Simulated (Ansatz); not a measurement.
# CH₅FGeOS, SMILES [OH][GeH]([SH])[CH2]F: a geometry optimisation

Program: Ansatz 0.2.0 through its Python package.

Notebook, run cell by cell (the value of a cell's last expression is shown):

In [1]:
```python
import itertools

import ansatz as az
from ase import Atoms
from ase.data import atomic_numbers, covalent_radii
import numpy as np
import pandas as pd
```

In [2]:
```python
atoms = Atoms(["O", "Ge", "S", "C", "F", "H", "H", "H", "H", "H"], positions=[
    (-0.1917, -0.2079, 2.1169),
    (0.4758, -0.0685, 0.4695),
    (1.3608, -2.0187, -0.0668),
    (-0.8305, 0.3753, -0.8294),
    (-1.4652, 1.5791, -0.5283),
    (-0.5537, 0.773, 2.2926),
    (1.5955, 1.0391, 0.451),
    (1.8316, -1.5336, -1.3247),
    (-1.6839, -0.4037, -0.7614),
    (-0.4556, 0.4146, -1.8164),
])
mol = az.Crystal.molecule_from_ase(atoms)
```

In [3]:
```python
model = mol.calculation()
model = model.basis(gaussian="def2-SVP").functional("b3lyp", dispersion="d3bj")
symbols = [site.symbol for site in mol.cartesian_sites]
start = np.array([site.position_ang for site in mol.cartesian_sites], dtype=float)
def progress(event):
    if event["event"] == "relax_step":
        row = event["data"]
        print(f"step {row['step']:3d}  E = {row['lagrangian_ev']:.6f} eV  largest force component {row['allowed_force_max_ev_ang']:.4f} eV/A")


summary = model.relax(force_tolerance=0.01, max_steps=100).session().plan().execute(on_event=progress).report
end = np.array(summary["positions_ang"])
```
```text
step   1  E = -73223.374091 eV  largest force component 3.6346 eV/A
step   2  E = -73223.792552 eV  largest force component 1.7181 eV/A
step   3  E = -73223.846610 eV  largest force component 0.4053 eV/A
step   4  E = -73223.862057 eV  largest force component 0.3652 eV/A
step   5  E = -73223.876530 eV  largest force component 0.1465 eV/A
step   6  E = -73223.882838 eV  largest force component 0.2003 eV/A
step   7  E = -73223.891230 eV  largest force component 0.0629 eV/A
step   8  E = -73223.865950 eV  largest force component 0.9395 eV/A
step   9  E = -73223.896234 eV  largest force component 0.1005 eV/A
step  10  E = -73223.899691 eV  largest force component 0.1684 eV/A
[... 39 cycles left out ...]
step  50  E = -73223.980842 eV  largest force component 0.0850 eV/A
step  51  E = -73223.946866 eV  largest force component 1.0130 eV/A
step  52  E = -73223.981854 eV  largest force component 0.0444 eV/A
step  53  E = -73223.982484 eV  largest force component 0.0523 eV/A
step  54  E = -73223.982219 eV  largest force component 0.1209 eV/A
step  55  E = -73223.982941 eV  largest force component 0.0389 eV/A
step  56  E = -73223.983048 eV  largest force component 0.0474 eV/A
step  57  E = -73223.983133 eV  largest force component 0.0317 eV/A
step  58  E = -73223.983167 eV  largest force component 0.0148 eV/A
step  59  E = -73223.983183 eV  largest force component 0.0096 eV/A
```

In [4]:
```python
for key in ("converged", "free_energy_ev", "reference_energy_ev", "n_frozen", "n_occupied", "n_virtual"):
    print(f"{key:22s} {summary[key]}")
```
```text
converged              True
free_energy_ev         -73223.98341774505
reference_energy_ev    -73223.58876228488
n_frozen               0
n_occupied             [38, 38]
n_virtual              [79, 79]
```

In [5]:
```python
# pairs closer than 1.2 times the sum of covalent radii, before or after
radius = [covalent_radii[atomic_numbers[s]] for s in symbols]
span = lambda where, i, j: np.linalg.norm(where[i] - where[j])
bonded = [(i, j) for i, j in itertools.combinations(range(len(symbols)), 2) if min(span(start, i, j), span(end, i, j)) < 1.2 * (radius[i] + radius[j])]
print("pair        before    after (A)")
for i, j in bonded:
    print(f"{symbols[i]}{i}-{symbols[j]}{j}".ljust(10), f"{span(start, i, j):8.4f} {span(end, i, j):8.4f}")
```
```text
pair        before    after (A)
O0-Ge1       1.7830   1.7867
O0-H5        1.0602   0.9672
Ge1-S2       2.2077   2.2418
Ge1-C3       1.8949   1.9784
Ge1-H6       1.5751   1.5378
S2-H7        1.4280   1.3535
C3-F4        1.3938   1.3856
C3-H8        1.1575   1.1038
C3-H9        1.0565   1.1038
```

In [6]:
```python
charges = summary["charge_distribution"]
table = pd.DataFrame({"atom": symbols, "mulliken": charges["mulliken_charges_e"], "lowdin": charges["lowdin_charges_e"]})
print(table.round(3).to_string())
print("dipole (e A):", np.round(charges["dipole_moment_e_ang"], 4) + 0.0)
with open("ch5fgeos_opt.xyz", "w") as handle:
    handle.write(f"{len(symbols)}\nrelaxed CH5FGeOS\n")
    handle.writelines(f"{s:2s} {x:11.6f} {y:11.6f} {z:11.6f}\n" for s, (x, y, z) in zip(symbols, end))
```
```text
  atom  mulliken  lowdin
0    O    -0.421   0.059
1   Ge     0.547  -0.142
2    S    -0.223   0.166
3    C     0.116  -0.000
4    F    -0.274   0.012
5    H     0.187  -0.010
6    H    -0.087  -0.056
7    H     0.074  -0.017
8    H     0.040  -0.005
9    H     0.041  -0.006
dipole (e A): [ 0.1336  0.1387 -0.1723]
```

It writes `ch5fgeos_opt.xyz`:
```text
10
relaxed CH5FGeOS
O     0.595621    0.774310    1.693780
Ge    0.597172    0.116692    0.032547
S     0.720614   -2.121634    0.043105
C    -1.105858    0.529007   -0.885955
F    -2.137029   -0.128174   -0.234293
H    -0.036114    0.316329    2.265268
H     1.819585    0.781636   -0.621939
H     1.990615   -2.136454    0.511025
H    -1.069049    0.200310   -1.938997
H    -1.292458    1.616678   -0.861540
```

Caveats:
- Total energies depend on the basis set; only differences at equal settings carry meaning.
- The end point is the stationary point reached from this start; no frequency run checks that it is a minimum, and the basis set is modest.
- The Löwdin charges here are taken after orthogonalising the functions within each atom; they differ from plain Löwdin charges, and their signs can be unphysical.
- Total less reference energy is the dispersion correction.
- b3lyp holds the VWN-RPA fit, as in Gaussian; the form of ORCA and Turbomole is b3lyp5.
- Hardware and time: 7.9 min on 1 thread of Arm Neoverse V1, with other jobs on the host, peak memory 0.41 GiB.
